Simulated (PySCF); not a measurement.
# Eu(NH2)2: shape and bonding

What shape and bonds does Eu(NH2)2 have? It is relaxed from a template within its point group. The structure is generated, not taken from experiment.

Method: r2SCAN, Eu lcecp-0-SVP with ECP53, N def2-SVP, H def2-SVP; scalar-relativistic core potentials, no spin–orbit coupling; program: PySCF 2.14.0.

3 further runs of the same task are left out: 1 for a known fault of the program, 1 that didn't finish, 1 set aside as unsound or not needed.

### 1 Where the work starts

7 atoms, charge 0, spin multiplicity 1.

Bond lengths: Eu1–N2 2.434 Å, Eu1–N5 2.434 Å, N2–H3 1.018 Å, N2–H4 1.018 Å, N5–H6 1.018 Å, N5–H7 1.018 Å. Angles: N2–Eu1–N5 180.0°, Eu1–N2–H3 125.4°, Eu1–N2–H4 125.4°, H3–N2–H4 109.2°, Eu1–N5–H6 125.4°, Eu1–N5–H7 125.4°, H6–N5–H7 109.2°.

Geometry (Å):

```
Eu    0.00000    0.00000    0.00000
N     0.00000    0.00000    2.43450
H     0.58690    0.58690    3.02450
H    -0.58690   -0.58690    3.02450
N     0.00000    0.00000   -2.43450
H     0.58690   -0.58690   -3.02450
H    -0.58690    0.58690   -3.02450
```

Formal oxidation states: Eu +2. Each metal's 7 4f electrons lie in its core potential, so multiplicities, spins and levels count the valence alone.

### 2 SCF at the start, singlet

run.py (the lines that set the calculation) reads:

```python
mol = gto.M(atom='''
Eu     0.00000     0.00000     0.00000
N      0.00000     0.00000     2.43450
H      0.58690     0.58690     3.02450
H     -0.58690    -0.58690     3.02450
N      0.00000     0.00000    -2.43450
H      0.58690    -0.58690    -3.02450
H     -0.58690     0.58690    -3.02450''',
    basis={'Eu': 'lcecp-0-SVP', 'N': 'def2-SVP', 'H': 'def2-SVP'},
    ecp={'Eu': 'lcecp-0-SVP'},
    charge=0, spin=0)
mf = dft.RKS(mol, xc='R2SCAN')
mf.grids.atom_grid = (50, 194)  # f atoms: unpruned, at least (60, 302)
mf = mf.density_fit()  # fitting sets: Eu AutoAux, N def2-universal-JKFIT, H def2-universal-JKFIT
mf.conv_tol = 1e-08; mf.max_cycle = 55
mf.kernel(dm0)  # dm0: free metal ions and neutral atoms
```

The run is started by

```bash
$ OMP_NUM_THREADS=2 python run.py
```

The log of the run:

```text
init E= -147.21722394117
cycle= 1 E= -136.527998082458  delta_E= 10.7  |g|= 3.15  |ddm|= 5.02
cycle= 2 E= -120.645505300103  delta_E= 15.9  |g|= 5.54  |ddm|= 9.62
cycle= 3 E= -140.602946522467  delta_E=  -20  |g|=  1.5  |ddm|= 7.95
cycle= 4 E= -141.032590692472  delta_E= -0.43  |g|= 0.563  |ddm|= 1.66
cycle= 5 E= -141.118356151901  delta_E= -0.0858  |g|= 0.34  |ddm|= 0.846
cycle= 6 E= -141.137962882073  delta_E= -0.0196  |g|= 0.222  |ddm|= 0.488
cycle= 7 E= -141.150132404514  delta_E= -0.0122  |g|= 0.0397  |ddm|= 0.283
cycle= 8 E= -141.150600035139  delta_E= -0.000468  |g|= 0.00555  |ddm|= 0.0538
cycle= 9 E= -141.150609440722  delta_E= -9.41e-06  |g|= 0.000527  |ddm|= 0.00701
cycle= 10 E= -141.150609509448  delta_E= -6.87e-08  |g|= 0.000102  |ddm|= 0.000703
cycle= 11 E= -141.150609512748  delta_E= -3.3e-09  |g|= 2.5e-05  |ddm|= 0.000226
Extra cycle  E= -141.150609512443  delta_E= 3.06e-10  |g|= 4.36e-05  |ddm|= 8.57e-05
converged SCF energy = -141.150609512443
```

It took 3.7 s on 2 threads of Arm Neoverse V2, shared host; peak memory 0.51 GiB.

Read off: E = -141.150610 Eh, frontier levels not given, since the 4f levels lie in the core, Mulliken charge on Eu1 +0.77 e. 

### 3 Relaxation, singlet

Steps are kept in the start's point group, D2d.

Changes to run.py (the lines that set the calculation) since step 2:

```diff
@@ -15,2 +15,3 @@
 mf.conv_tol = 1e-08; mf.max_cycle = 55
-mf.kernel(dm0)  # dm0: free metal ions and neutral atoms
+mf.kernel(dm0)  # dm0: an SCF of this state at this start
+# quasi-Newton relaxation in Cartesian coordinates to a largest gradient under 0.00045 Eh/bohr, steps kept in the point group
```

The run is started by

```bash
$ OMP_NUM_THREADS=2 python run.py
```

No log is kept here; the results follow.

It took 17 s on 2 threads of Arm Neoverse V2, shared host.

Relaxation path:

```
step  energy from step 1 (eV)  largest force component (eV/Å)
   1                   0.0000                          1.4958
   2                  -0.0810                          0.6459
   3                  -0.0996                          0.0521
   4                  -0.0999                          0.0134
   5                  -0.1000                          0.0105
   6                  -0.1000                          0.0020
```

Distances of close pairs at the start and the end, largest changes first:

```
  bond  before (Å)  after (Å)  change (Å)
Eu1–N2       2.434      2.379      -0.056
Eu1–N5       2.434      2.379      -0.056
 N2–H3       1.018      1.027      +0.008
 N2–H4       1.018      1.027      +0.008
 N5–H6       1.018      1.027      +0.008
 N5–H7       1.018      1.027      +0.008
```

It ends in D2d at E = -141.154284 Eh.

```
atom    x (Å)    y (Å)    z (Å)
 Eu1   0.0000   0.0000   0.0000
  N2   0.0000   0.0000   2.3788
  H3   0.5623   0.5623   3.0284
  H4  -0.5623  -0.5623   3.0284
  N5   0.0000   0.0000  -2.3788
  H6   0.5623  -0.5623  -3.0284
  H7  -0.5623   0.5623  -3.0284
```

### 4 Displaced along the imaginary mode

A run of the vibrations, not shown, found an unstable mode. No symmetry is imposed.

run.py (the lines that set the calculation) reads:

```python
mol = gto.M(atom='''
Eu    -0.00797     0.03822     0.00000
N      0.02915    -0.17472     2.37885
H      0.65090     0.32854     3.02914
H     -0.47374    -0.79610     3.02774
N      0.04435    -0.17789    -2.37885
H      0.56759    -0.77874    -3.02736
H     -0.55705     0.34590    -3.02951''',
    basis={'Eu': 'lcecp-0-SVP', 'N': 'def2-SVP', 'H': 'def2-SVP'},
    ecp={'Eu': 'lcecp-0-SVP'},
    charge=0, spin=0)
mf = dft.RKS(mol, xc='R2SCAN')
mf.grids.atom_grid = (50, 194)  # f atoms: unpruned, at least (60, 302)
mf = mf.density_fit()  # fitting sets: Eu AutoAux, N def2-universal-JKFIT, H def2-universal-JKFIT
mf.conv_tol = 1e-08; mf.max_cycle = 55
mf.kernel(dm0)  # dm0: an SCF of this state at this start
# quasi-Newton relaxation in Cartesian coordinates to a largest gradient under 0.00045 Eh/bohr, steps kept in the point group
```

The run is started by

```bash
$ OMP_NUM_THREADS=2 python run.py
```

The driver keeps no SCF log for this step, only its results.

It took 2.3 min on 2 threads of Arm Neoverse V2, shared host.

Along the way: (not every step is listed)

```
step  energy from step 1 (eV)  largest force component (eV/Å)
   1                   0.0000                          0.1209
   2                  -0.0037                          0.0849
   3                  -0.0106                          0.2433
   4                  -0.0259                          0.2998
   5                  -0.0820                          0.3380
   6                  -0.0870                          0.5696
   7                  -0.1001                          0.7171
   8                  -0.1097                          0.7188
   9                  -0.1295                          0.4357
  11                  -0.1525                          0.1363
  13                  -0.1769                          0.3130
  15                  -0.1894                          0.3124
  17                  -0.2012                          0.4118
  19                  -0.2161                          0.6008
  21                  -0.2271                          0.5926
  23                  -0.2347                          0.3240
  25                  -0.2397                          0.2155
  27                  -0.2436                          0.3044
  29                  -0.2471                          0.0867
  31                  -0.2490                          0.0840
  33                  -0.2500                          0.0460
  35                  -0.2512                          0.0501
  37                  -0.2516                          0.0503
  38                  -0.2520                          0.0383
  39                  -0.2523                          0.0588
  40                  -0.2528                          0.0892
  41                  -0.2530                          0.0536
  42                  -0.2532                          0.0385
  43                  -0.2532                          0.0199
```

Close pairs (by a distance rule), those that changed most:

```
  bond  before (Å)  after (Å)  change (Å)
Eu1–N5       2.389      2.307      -0.082
Eu1–N2       2.389      2.309      -0.079
 N2–H3       1.031      1.024      -0.007
 N5–H7       1.029      1.024      -0.005
 N2–H4       1.030      1.025      -0.005
 N5–H6       1.027      1.025      -0.002
```

It ends in C2v at E = -141.164011 Eh.

```xyz
7
EuH4N2
Eu   -0.1428    1.1458    0.0094
N     0.1225   -0.1364    1.9116
H     0.1373    0.0969    2.9081
H     0.2676   -1.1505    1.8998
N    -0.0674   -0.1239   -1.9158
H     0.0805   -1.1383   -1.8994
H    -0.1445    0.0915   -2.9137
```

### 5 Charges, bond orders and levels

run.py (the lines that set the calculation) reads:

```python
mol = gto.M(atom='''
Eu    -0.14277     1.14583     0.00935
N      0.12250    -0.13636     1.91157
H      0.13731     0.09693     2.90812
H      0.26758    -1.15051     1.89984
N     -0.06743    -0.12394    -1.91578
H      0.08051    -1.13827    -1.89938
H     -0.14447     0.09154    -2.91372''',
    basis={'Eu': 'lcecp-0-SVP', 'N': 'def2-SVP', 'H': 'def2-SVP'},
    ecp={'Eu': 'lcecp-0-SVP'},
    charge=0, spin=0)
mf = dft.RKS(mol, xc='R2SCAN')
mf.grids.atom_grid = (75, 302)  # f atoms: unpruned, at least (60, 302)
mf = mf.density_fit()  # fitting sets: Eu AutoAux, N def2-universal-JKFIT, H def2-universal-JKFIT
mf.conv_tol = 1e-09; mf.max_cycle = 55
mf.kernel(dm0)  # dm0: the density of the relaxed state
```

The run is started by

```bash
$ OMP_NUM_THREADS=2 python run.py
```

The log of the run:

```text
init E= -141.164266787636
cycle= 1 E= -141.164266844455  delta_E= -5.68e-08  |g|= 0.000699  |ddm|= 0.00152
cycle= 2 E= -141.164266386057  delta_E= 4.58e-07  |g|= 0.00153  |ddm|= 0.00192
cycle= 3 E= -141.164266962567  delta_E= -5.77e-07  |g|= 1.95e-05  |ddm|= 0.00136
cycle= 4 E= -141.164266962688  delta_E= -1.2e-10  |g|= 4.77e-06  |ddm|= 3.61e-05
Extra cycle  E= -141.164266962667  delta_E= 2.02e-11  |g|= 1.01e-05  |ddm|= 1.39e-05
converged SCF energy = -141.164266962667
```

It took 17 s on 2 threads of Arm Neoverse V2, shared host.

Result: E = -141.164267 Eh, frontier levels not given, since the 4f levels lie in the core, Mulliken charge on Eu1 +0.70 e, largest force component 0.022 eV/Å. 

Löwdin charges:

```
atom  value (e)
 Eu1       0.62
  N2      -0.41
  H3       0.05
  H4       0.05
  N5      -0.41
  H6       0.05
  H7       0.05
```

Mulliken charges: Eu1 +0.70, N2 -0.55, H3 +0.09, H4 +0.11, N5 -0.55, H6 +0.11, H7 +0.09 e.

Contacts (the nearest donor of each ligand) and Mayer bond orders:

```
     contact  distance (Å)  bond order
Eu1–N2 (NH2)         2.309        1.06
Eu1–N5 (NH2)         2.307        1.06
```

Mulliken populations of Eu1 outside the core potential: s 2.20, p 6.17, d 0.91, f 0.02.

### 6 Results

| quantity | value |
| --- | --- |
| state and point group | singlet in the valence, C2v |
| metal–ligand contacts | 2.31 Å |
| frontier levels | frontier levels not given, since the 4f levels lie in the core |
| dipole | 5.07 D |
| mean polarisability | 8.1 Å³ |

What this shows: The metal carries +0.62 e by Löwdin's partition against a formal +2, and bond orders to the nearest donors reach 1.06. Both measures hang on the basis. Leaving the first, D2d structure gained 0.26 eV and gave C2v. No vibrations are shown for the final structure, so this session doesn't show it to be a minimum. One start shape was tried, so another isomer may lie lower. The bases are small and lack diffuse functions. Spin–orbit coupling is left out.
